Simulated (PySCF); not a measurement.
# Ge₂H₆: NMR shieldings, part 1 of 2

What do calculations give for the NMR shieldings of Ge₂H₆ (`[GeH3][GeH3]`)?

Computed with PySCF 2.14.0 and routines of our own; the level stands in each step. Atoms count from 0.

### Step 1. The system as given

8 atoms, charge 0, multiplicity 1; geometry from: GFN2-xTB.

### Step 2. Relaxing the molecule at PBE0-D3(BJ)/def2-SVP

The job: settings as JSON, then the geometry in Å.

```
{"job": {"xc": "PBE0", "basis": "def2-SVP", "d3": "d3bj", "grid": 1, "maxiter": 30, "shake": 0.01, "kind": "geom"}, "charge": 0, "multiplicity": 1}
Ge    -1.153810     0.090730    -0.017140
Ge     1.172210    -0.116610     0.012430
H     -1.861240    -0.805200    -1.007020
H     -1.596940     1.496540    -0.394790
H     -1.816880    -0.179600     1.291180
H      1.622380    -1.488560     0.379040
H      1.855570     0.799000     0.996740
H      1.833850     0.184570    -1.312900
```

Command:

```bash
$ OMP_NUM_THREADS=1 python heavy_run.py task.json out
```

The driver reads the jobs from task.json and runs them one after another.

What it wrote:

```text
step   0  E = -4156.54618064  max force = 0.018954
step   1  E = -4156.55212898  max force = 0.005154
step   2  E = -4156.55252201  max force = 0.000429
step   3  E = -4156.55253163  max force = 0.000183
optimisation converged
```

Wall time 16 s (1 thread of AMD EPYC 7R43, shared host); peak memory 0.39 GiB.

Step by step:

```tsv
step	energy from step 0 (eV)	largest force component (eV/Å)
0	0.0000	0.9747
1	-0.1619	0.2650
2	-0.1726	0.0221
3	-0.1728	0.0094
```

Distances of close pairs at the start and the end, largest changes first:

```tsv
bond	before (Å)	after (Å)	change (Å)
Ge0–Ge1	2.335	2.421	+0.085
Ge1–H5	1.490	1.539	+0.050
Ge0–H4	1.491	1.540	+0.048
Ge1–H6	1.508	1.540	+0.032
Ge0–H2	1.511	1.540	+0.029
Ge1–H7	1.512	1.540	+0.028
Ge0–H3	1.522	1.540	+0.018
```

The final coordinates are the input of the step that follows.

```tsv
at the end point	value
point group (found at 0.08 Å tolerance)	D3d
rotational constants (GHz, main isotopes)	40.104, 2.095, 2.095
dipole moment (D)	0.01
```

### Step 3. NMR shieldings: PBE/pcJ-1 Ge:dyall-v2z (PBE), spin–orbit

The job: settings as JSON, then the geometry in Å.

```
{"job": {"kind": "hnmr", "xc": "PBE", "basis": {"default": "pcJ-1", "Ge": "dyall-v2z"}, "rel": "so"}, "charge": 0, "multiplicity": 1}
Ge    -1.172451     0.139011     0.000446
Ge     1.233063    -0.123678     0.058562
H     -1.794610    -0.819144    -1.031819
H     -1.534416     1.583979    -0.390408
H     -1.783430    -0.162566     1.381069
H      1.616013    -1.564175     0.443383
H      1.848483     0.839504     1.090414
H      1.833503     0.190515    -1.324340
```

With the program's defaults for keys left out, this is: PBE/pcJ-1 Ge:dyall-v2z GIAO NMR shielding, X2C with spin-orbit coupling, screened-nuclear two-electron part, Gaussian nuclei, gas phase.

What it wrote:

```text
spin-free SCF
coarse grid: 29664 points
cycle   1  E = -4200.6567695437  dE = -2.353e-01  |g| = 7.497e-01  |ddm| = 2.016e+00
cycle   2  E = -4200.6176990569  dE =  3.907e-02  |g| = 1.195e+00  |ddm| = 4.262e-01
cycle   3  E = -4200.6855719721  dE = -6.787e-02  |g| = 2.795e-02  |ddm| = 2.778e-01
cycle   4  E = -4200.6856529687  dE = -8.100e-05  |g| = 1.351e-02  |ddm| = 4.932e-02
cycle   5  E = -4200.6857070996  dE = -5.413e-05  |g| = 8.553e-03  |ddm| = 2.756e-02
cycle   6  E = -4200.6857240777  dE = -1.698e-05  |g| = 5.917e-04  |ddm| = 8.067e-03
cycle   7  E = -4200.6857241379  dE = -6.025e-08  |g| = 5.493e-05  |ddm| = 5.012e-04
final grid: 58312 points
cycle   8  E = -4200.6860283361  dE = -2.234e-07  |g| = 1.198e-03  |ddm| = 4.286e-04
cycle   9  E = -4200.6860283362  dE = -1.537e-10  |g| = 6.190e-05  |ddm| = 1.105e-04
converged SCF energy = -4200.6860283362
two-component SCF
cycle   1  E = -4200.6113198767  dE = -4.201e+03  |FDS-SDF| = 2.129e+01
cycle   2  E = -4200.7722279090  dE = -1.609e-01  |FDS-SDF| = 6.705e-03
cycle   3  E = -4200.7722279127  dE = -3.643e-09  |FDS-SDF| = 2.254e-03
cycle   4  E = -4200.7722278641  dE =  4.860e-08  |FDS-SDF| = 2.130e-03
cycle   5  E = -4200.7722280956  dE = -2.315e-07  |FDS-SDF| = 9.463e-05
cycle   6  E = -4200.7722280962  dE = -5.984e-10  |FDS-SDF| = 7.699e-06
converged, E = -4200.7722280962

Field gradients (au) and densities at the nuclei (bohr^-3)
atom        Vxx        Vyy        Vzz        centre      nuclear mean
  0 Ge    -0.1371    -0.1386     0.2757      29280.511      29251.040
  1 Ge    -0.1369    -0.1383     0.2752      29280.512      29251.040
  2 H     -0.0669    -0.0678     0.1347          0.412          0.412
  3 H     -0.0668    -0.0677     0.1345          0.412          0.412
  4 H     -0.0669    -0.0678     0.1347          0.412          0.412
  5 H     -0.0670    -0.0679     0.1348          0.412          0.412
  6 H     -0.0669    -0.0677     0.1346          0.412          0.412
  7 H     -0.0668    -0.0677     0.1345          0.412          0.412
without picture change
  0 Ge                           0.2864                     45069.869
  1 Ge                           0.2858                     45069.869

Core orbital energies (eV)
atom   shell        mean    spread
  0 Ge 1s       -10948.448   0.000
  0 Ge 2s        -1369.719   0.000
  0 Ge 3s         -167.668   0.000
  0 Ge 4s          -14.524   0.000
  0 Ge 2p1/2     -1218.007   0.000
  0 Ge 2p3/2     -1186.505   0.008
  0 Ge 3p1/2      -117.719   0.000
  0 Ge 3p3/2      -113.468   0.017
  0 Ge 3d3/2       -29.021   0.005
  0 Ge 3d5/2       -28.460   0.055
  1 Ge 1s       -10948.447   0.000
  1 Ge 2s        -1369.719   0.000
  1 Ge 3s         -167.667   0.000
  1 Ge 4s          -14.524   0.000
  1 Ge 2p1/2     -1218.007   0.000
  1 Ge 2p3/2     -1186.504   0.008
  1 Ge 3p1/2      -117.718   0.000
  1 Ge 3p3/2      -113.467   0.017
  1 Ge 3d3/2       -29.021   0.005
  1 Ge 3d5/2       -28.459   0.055

Shielding tensors (ppm)
atom      isotropic    diamagn.    paramagn.     s11        s22        s33       span
  0 Ge     1818.45     2651.01     -832.57    1808.81    1810.69    1835.84      27.03
  1 Ge     1818.47     2651.00     -832.52    1808.55    1810.87    1836.00      27.45
  2 H        27.63       27.78       -0.15      21.78      22.52      38.58      16.80
  3 H        27.63       27.77       -0.15      21.77      22.56      38.55      16.79
  4 H        27.63       27.76       -0.13      21.78      22.52      38.58      16.80
  5 H        27.63       27.74       -0.11      21.79      22.51      38.59      16.80
  6 H        27.63       27.74       -0.11      21.77      22.55      38.57      16.79
  7 H        27.63       27.76       -0.13      21.77      22.55      38.56      16.79
```

It took 32 s on 1 thread of AMD EPYC 7R43, shared host; peak memory 0.93 GiB.

In short:

```tsv
quantity	value
energy from spin-orbit coupling	-0.0862 Eh
```

The fields below are evaluated on a grid from the run's orbitals.

Frontier orbitals at PBE/dyall-v2z+pcJ-1, with the share of their density that lies nearest to each atom:

```tsv
orbital	energy (eV)	lies on
HOMO	-7.14	Ge0, Ge1 about 28 % each; 6 H atoms about 7 % each
LUMO	-0.72	Ge0, Ge1 about 18 % each; 6 H atoms about 11 % each
```

ELF in a plane through or near 4 of the atoms.

Ten even steps from '0' (0.00) to '9' (1.00):
```
0000000000000000000000000000
0000000000000000000000000000
0000000000000000000000000000
0000015787410000000000000000
0000389999951000000000000000
0001599999961000001110000000
0002699999972111123321000000
0001479998754443333442100000
0000136642223663222233200000
0000023227652552566223200000
0000023227552662556223200000
0000023322213663121366310000
0000012443333444578999841000
0000001233211113799999962000
0000000011000001699999961000
0000000000000000499999830000
0000000000000000147875100000
0000000000000000000000000000
0000000000000000000000000000
0000000000000000000000000000
```
The map spans 8.7 Å across and 8.0 Å up, centred on the molecule. Atoms in the plane (x, y in Å): Ge0 (1.2, 0.0), Ge1 (-1.2, 0.0), H2 (1.7, -1.4), H6 (-1.7, 1.4).

log10 of the density (e/Å³) in the same plane.

Values, 10 rows by 14 columns:
```
-4.0 -4.0 -4.0 -4.0 -4.0 -4.0 -4.0 -4.0 -4.0 -4.0 -4.0 -4.0 -4.0 -4.0
-4.0 -4.0 -3.2 -2.8 -2.6 -2.7 -3.0 -3.4 -3.4 -3.3 -3.4 -3.7 -4.0 -4.0
-4.0 -3.2 -2.2 -1.5 -1.2 -1.4 -2.0 -2.3 -2.3 -2.2 -2.3 -2.6 -3.1 -3.9
-3.7 -2.8 -1.7 -0.8 -0.1 -0.6 -1.2 -1.5 -1.3 -1.2 -1.4 -1.9 -2.5 -3.4
-3.5 -2.7 -1.7 -0.8 -0.2  0.3 -0.3 -0.5  0.0  0.2 -0.6 -1.3 -2.1 -3.1
-3.4 -2.6 -1.7 -0.8  0.2  1.8  0.1 -0.3  1.0  1.7 -0.4 -1.2 -2.1 -3.0
-3.6 -2.8 -1.9 -1.2 -0.7 -0.6 -0.8 -0.9 -0.5 -0.1 -0.3 -1.2 -2.1 -3.1
-4.0 -3.3 -2.5 -2.1 -1.8 -1.8 -2.0 -1.9 -1.3 -0.8 -0.9 -1.6 -2.4 -3.4
-4.0 -4.0 -3.3 -2.9 -2.7 -2.7 -2.8 -2.7 -2.3 -1.9 -2.0 -2.4 -3.0 -3.9
-4.0 -4.0 -4.0 -4.0 -4.0 -4.0 -4.0 -3.8 -3.5 -3.3 -3.3 -3.6 -4.0 -4.0
```
The map spans 8.7 Å across and 8.0 Å up, centred on the molecule. Atoms in the plane (x, y in Å): Ge0 (1.2, 0.0), Ge1 (-1.2, 0.0), H2 (1.7, -1.4), H6 (-1.7, 1.4).

On the surface of density 0.002 e/bohr³ the electrostatic potential runs, from the 1st to the 99th percentile, from 0.08 to 0.88 V.

### Step 4. NMR shieldings: KT2/pcJ-1 Ge:dyall-v2z (KT2), spin–orbit

The job, as its differences from that of step 3:

```diff
@@ -1,2 +1,2 @@
-{"job": {"kind": "hnmr", "xc": "PBE", "basis": {"default": "pcJ-1", "Ge": "dyall-v2z"}, "rel": "so"}, "charge": 0, "multiplicity": 1}
+{"job": {"kind": "hnmr", "xc": "KT2", "basis": {"default": "pcJ-1", "Ge": "dyall-v2z"}, "rel": "so"}, "charge": 0, "multiplicity": 1}
 Ge    -1.172451     0.139011     0.000446
```

Method: KT2/pcJ-1 Ge:dyall-v2z GIAO NMR shielding, X2C with spin-orbit coupling, screened-nuclear two-electron part, Gaussian nuclei, gas phase.

What it wrote:

```text
spin-free SCF
coarse grid: 29664 points
cycle   1  E = -4218.9701959452  dE = -2.372e-01  |g| = 1.374e+00  |ddm| = 2.013e+00
cycle   2  E = -4218.9707405863  dE = -5.446e-04  |g| = 4.256e-01  |ddm| = 1.884e-01
cycle   3  E = -4218.9684690015  dE =  2.272e-03  |g| = 4.629e-01  |ddm| = 1.607e-01
cycle   4  E = -4218.9775933334  dE = -9.124e-03  |g| = 3.272e-02  |ddm| = 1.005e-01
cycle   5  E = -4218.9777120696  dE = -1.187e-04  |g| = 8.248e-03  |ddm| = 2.992e-02
cycle   6  E = -4218.9777376282  dE = -2.556e-05  |g| = 2.638e-04  |ddm| = 1.029e-02
cycle   7  E = -4218.9777376442  dE = -1.601e-08  |g| = 4.017e-05  |ddm| = 3.307e-04
final grid: 58312 points
cycle   8  E = -4218.9778628728  dE = -1.820e-06  |g| = 2.616e-02  |ddm| = 4.022e-04
cycle   9  E = -4218.9778628738  dE = -1.023e-09  |g| = 6.834e-04  |ddm| = 7.089e-05
cycle  10  E = -4218.9778628735  dE =  2.601e-10  |g| = 1.093e-04  |ddm| = 6.755e-05
cycle  11  E = -4218.9778628742  dE = -6.830e-10  |g| = 1.394e-05  |ddm| = 3.404e-05
converged SCF energy = -4218.9778628742
two-component SCF
cycle   1  E = -4218.9027879446  dE = -4.219e+03  |FDS-SDF| = 2.136e+01
cycle   2  E = -4219.0640797051  dE = -1.613e-01  |FDS-SDF| = 6.882e-03
cycle   3  E = -4219.0640797159  dE = -1.082e-08  |FDS-SDF| = 2.182e-03
cycle   4  E = -4219.0640796748  dE =  4.105e-08  |FDS-SDF| = 2.042e-03
cycle   5  E = -4219.0640798896  dE = -2.148e-07  |FDS-SDF| = 9.555e-05
cycle   6  E = -4219.0640798903  dE = -6.385e-10  |FDS-SDF| = 1.123e-05
converged, E = -4219.0640798903

Field gradients (au) and densities at the nuclei (bohr^-3)
atom        Vxx        Vyy        Vzz        centre      nuclear mean
  0 Ge    -0.1373    -0.1390     0.2763      29665.083      29633.367
  1 Ge    -0.1372    -0.1386     0.2758      29665.083      29633.367
  2 H     -0.0665    -0.0674     0.1340          0.426          0.426
  3 H     -0.0664    -0.0673     0.1338          0.426          0.426
  4 H     -0.0665    -0.0675     0.1340          0.426          0.426
  5 H     -0.0666    -0.0675     0.1341          0.426          0.426
  6 H     -0.0665    -0.0674     0.1339          0.426          0.426
  7 H     -0.0664    -0.0673     0.1338          0.426          0.426
without picture change
  0 Ge                           0.2869                     45745.958
  1 Ge                           0.2864                     45745.959

Core orbital energies (eV)
atom   shell        mean    spread
  0 Ge 1s       -10990.872   0.000
  0 Ge 2s        -1377.804   0.000
  0 Ge 3s         -170.027   0.000
  0 Ge 4s          -14.597   0.000
  0 Ge 2p1/2     -1224.002   0.000
  0 Ge 2p3/2     -1192.359   0.008
  0 Ge 3p1/2      -119.280   0.000
  0 Ge 3p3/2      -115.023   0.017
  0 Ge 3d3/2       -29.702   0.006
  0 Ge 3d5/2       -29.133   0.054
  1 Ge 1s       -10990.871   0.000
  1 Ge 2s        -1377.803   0.000
  1 Ge 3s         -170.026   0.000
  1 Ge 4s          -14.597   0.000
  1 Ge 2p1/2     -1224.001   0.000
  1 Ge 2p3/2     -1192.358   0.008
  1 Ge 3p1/2      -119.280   0.000
  1 Ge 3p3/2      -115.022   0.017
  1 Ge 3d3/2       -29.701   0.006
  1 Ge 3d5/2       -29.133   0.054

Shielding tensors (ppm)
atom      isotropic    diamagn.    paramagn.     s11        s22        s33       span
  0 Ge     1883.21     2658.08     -774.87    1875.37    1877.24    1897.02      21.64
  1 Ge     1883.24     2658.06     -774.83    1875.12    1877.41    1897.17      22.05
  2 H        27.77       27.88       -0.11      22.01      22.70      38.61      16.60
  3 H        27.77       27.88       -0.10      22.00      22.73      38.59      16.59
  4 H        27.77       27.86       -0.08      22.02      22.69      38.61      16.60
  5 H        27.78       27.84       -0.07      22.02      22.68      38.62      16.60
  6 H        27.77       27.84       -0.06      22.01      22.72      38.60      16.59
  7 H        27.77       27.86       -0.09      22.00      22.72      38.59      16.59
```

It took 31 s on 1 thread of AMD EPYC 7R43, shared host; peak memory 0.9 GiB.

Key values:

```tsv
quantity	value
energy from spin-orbit coupling	-0.0862 Eh
```

(Continued in part 2 of 2.)
